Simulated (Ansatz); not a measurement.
Na3Cl2 in Ansatz: the effect of functional

The system is Na3Cl2.

```xyz
5
Lattice="1.7600 -10.1703 0.0000 1.7600 10.1703 0.0000 0.0000 0.0000 3.5276" Properties=species:S:1:pos:R:3 pbc="T T T"
Cl    1.7600    8.4088    1.7638
Cl    1.7600   -8.4088    1.7638
Na    1.7600   -3.4373    0.0000
Na    1.7600    3.4373    0.0000
Na    1.7600    0.0000    0.0000
```

The cell comes from a database or a generator and needn't be the stable form of this composition.

Alike in all runs:

* Program: Ansatz 0.2.0
* Task: band structure
* Potentials or basis: Ansatz PAW
* k mesh: 8 × 8 × 8
* Occupations: fermi-dirac, width 0.05 eV
* Spin: no spin polarisation

Problem. One run gave: pressure -0.7 GPa; largest force 0.10 eV/Å. Which functional did it use?
A. RPBE
B. LDA
C. r2SCAN
D. PBEsol
E. BLYP

Solution. C.

```tsv
functional	cutoff	pressure (GPa)	largest force (eV/Å)
LDA	420 eV (not typed: the program's choice for these potentials)	-2.2	0.13
PBE	420 eV (not typed: the program's choice for these potentials)	0.1	0.01
PBEsol	420 eV (not typed: the program's choice for these potentials)	-0.8	0.06
RPBE	420 eV (not typed: the program's choice for these potentials)	1.4	0.06
revPBE	420 eV (not typed: the program's choice for these potentials)	1.2	0.05
BLYP	420 eV (not typed: the program's choice for these potentials)	0.8	0.04
r2SCAN	500 eV (not typed: the program's choice for these potentials)	-0.7	0.10
```

Caveats: an odd number of electrons without spin polarisation forces a metal; a magnetic or distorted state may lie lower; the PAW data sets come from PBE, with cores solved anew for the run's functional, which leaves a small shift of forces and pressure (some runs).
